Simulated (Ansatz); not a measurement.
# AsNH4: functionals against CCSD(T) at one geometry

The task here is to estimate one member of a computed series from the others.

The runs use Ansatz 0.2.0, Gaussian basis; single points in def2-TZVPP.

Correlated methods freeze the cores. Filled d shells of the heavier atoms are correlated. B3LYP uses VWN-RPA correlation.

### The system as given

6 atoms, charge 0, spin multiplicity 1.

Atoms are counted from 1 here; the program's logs count them from 0.

Bond lengths: N1–As2 1.794 Å, N1–H3 1.046 Å, N1–H4 0.989 Å, As2–H5 1.548 Å, As2–H6 1.543 Å. Angles: As2–N1–H3 118.8°, As2–N1–H4 113.2°, H3–N1–H4 106.5°, N1–As2–H5 96.1°, N1–As2–H6 98.5°, H5–As2–H6 87.3°.

Coordinates:

```xyz
6
AsH4N
N    -0.2545   -0.8713   -0.0362
As   -0.5641    0.8960   -0.0574
H     0.7321   -1.2090    0.0446
H    -0.7737   -1.3503    0.6565
H     0.2386    1.1889   -1.3488
H     0.6799    1.3550    0.7314
```

Set-up of the first run:

run/in.yaml reads:

```yaml
crystal:
  periodic: [false, false, false]
  atoms:
    - {symbol: N, position_ang: [-0.254500, -0.871300, -0.036200]}
    - {symbol: As, position_ang: [-0.564100, 0.896000, -0.057400]}
    - {symbol: H, position_ang: [0.732100, -1.209000, 0.044600]}
    - {symbol: H, position_ang: [-0.773700, -1.350300, 0.656500]}
    - {symbol: H, position_ang: [0.238600, 1.188900, -1.348800]}
    - {symbol: H, position_ang: [0.679900, 1.355000, 0.731400]}
basis:
  gaussian: {orbitals: def2-TZVPP}
correlation: {method: ccsd_t}
output: {forces: true}
```

The command line of these runs was not kept.

Among the steps run: CCSD(T)/def2-TZVPP; PBE0-D4/def2-TZVPP; wB97M-V/def2-TZVPP; r2SCAN-D4/def2-TZVPP; PBE-D4/def2-TZVPP; CAM-B3LYP-D4/def2-TZVPP; B3LYP-D4/def2-TZVPP.

One table of the session follows, with a row left open; its other results are not shown here.

```
      method  RMS force component (eV/Å)  angle to CCSD(T) forces (°)  dipole (D)
     CCSD(T)                       0.868                    reference        1.30
     PBE0-D4                       0.828                          5.1        1.34
     wB97M-V                       0.857                          3.3        1.29
   r2SCAN-D4                       0.832                          4.7        1.36
      PBE-D4                       0.851                         16.4        1.31
CAM-B3LYP-D4                           ?                            ?           ?
    B3LYP-D4                       0.872                          7.3        1.28
```

**Question.** Estimate the row for CAM-B3LYP-D4.

**Answer.** RMS force component (eV/Å): 0.844; angle to CCSD(T) forces (°): 4.8; dipole (D): 1.30. In the column «RMS force component (eV/Å)» it lies between r2SCAN-D4 (0.832) and PBE-D4 (0.851).
